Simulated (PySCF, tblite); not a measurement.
**C₆H₆FP: geometry, infrared bands and NMR shifts**

Wanted: the infrared bands and NMR shifts of C₆H₆FP (`Cc1cpccc1F`), by calculation.

Programs: tblite 0.8.0 and PySCF 2.14.0, with density-fitted response routines of our own. Each step states its level of theory. These are calculated values for one molecule in the gas phase, unless marked as measured. Atoms count from 0, in the outputs and in this text.

**1. Starting geometry**

14 atoms, charge 0, multiplicity 1; geometry from: force field or distance geometry start.

Bonds of the start (Å): C0–C1 1.49, C1–C2 1.39, C2–P3 1.74, P3–C4 1.73, C4–C5 1.38, C5–C6 1.36, C6–F7 1.38, C6–C1 1.36, C0–H8 1.12, C0–H9 1.12, C0–H10 1.13, C2–H11 1.09, C4–H12 1.08, C5–H13 1.09.

**2. Optimising the geometry with GFN2-xTB**

The job: settings as JSON, then the geometry in Å.

```
{"job": {"kind": "relax", "xc": "GFN2-xTB", "basis": "xTB"}, "charge": 0, "multiplicity": 1}
C     -2.044200     0.223200     0.091900
C     -0.596100    -0.119800     0.024300
C     -0.290400    -1.473800     0.082800
P      1.405500    -1.876000     0.002500
C      2.356800    -0.431900    -0.095000
C      1.665800     0.762300    -0.123500
C      0.309900     0.884800    -0.060600
F     -0.178900     2.170200    -0.084900
H     -2.357700     0.823800    -0.799000
H     -2.690800    -0.685800     0.076300
H     -2.231400     0.789800     1.048400
H     -1.062900    -2.238000     0.154000
H      3.432100    -0.492700    -0.144500
H      2.281700     1.663400    -0.194800
```

Command:

```
OMP_NUM_THREADS=1 python probes_run.py task.json out
```

The driver reads the jobs from task.json and runs them one after another.

**Question.** This job is followed by: GFN2-xTB harmonic vibrations, gas phase; GIAO PBE0/pcSseg-1 NMR shielding, non-relativistic, gas phase. What will the session give for the following? strongest single infrared mode (GFN2-xTB); zero-point energy (GFN2-xTB); ¹³C shifts against TMS (PBE0/pcSseg-1); ¹H shifts against TMS (PBE0/pcSseg-1, means over atoms taken as alike); ³¹P shifts against H3PO4 (PBE0/pcSseg-1); ¹⁹F shifts against CFCl3 (PBE0/pcSseg-1).

The runs gave:

| quantity | value |
| --- | --- |
| strongest single infrared mode (GFN2-xTB) | 1215 cm⁻¹, 126 km/mol |
| zero-point energy (GFN2-xTB) | 63.3 kcal/mol |
| ¹³C shifts against TMS (PBE0/pcSseg-1) | 172.6, 167.4, 165.4, 138.3, 127.6, 22.4 ppm |
| ¹H shifts against TMS (PBE0/pcSseg-1, means over atoms taken as alike) | 9.10, 9.07, 7.94, 2.64 ppm |
| ³¹P shifts against H3PO4 (PBE0/pcSseg-1) | 209.0 ppm |
| ¹⁹F shifts against CFCl3 (PBE0/pcSseg-1) | -106.7 ppm |

**Reading.** Over 20 steps the energy fell by 0.461 eV; of the close pairs, C0–H10 changed most, 1.127 to 1.090 Å. No mode is imaginary among the 36: a minimum at this level. The strongest single mode, at 1215 cm⁻¹, is spread over many atoms; the largest shares are those of C6, H11. Unscaled tight-binding wavenumbers are off by several per cent, some by more. Its intensities can rank the bands wrongly. At PBE0/pcSseg-1: The widest tensor belongs to P3: span 668 ppm, with a paramagnetic part of -858 ppm. NICS(1)zz of -26 ppm above the planar ring from C1 marks a diatropic (aromatic) ring current.
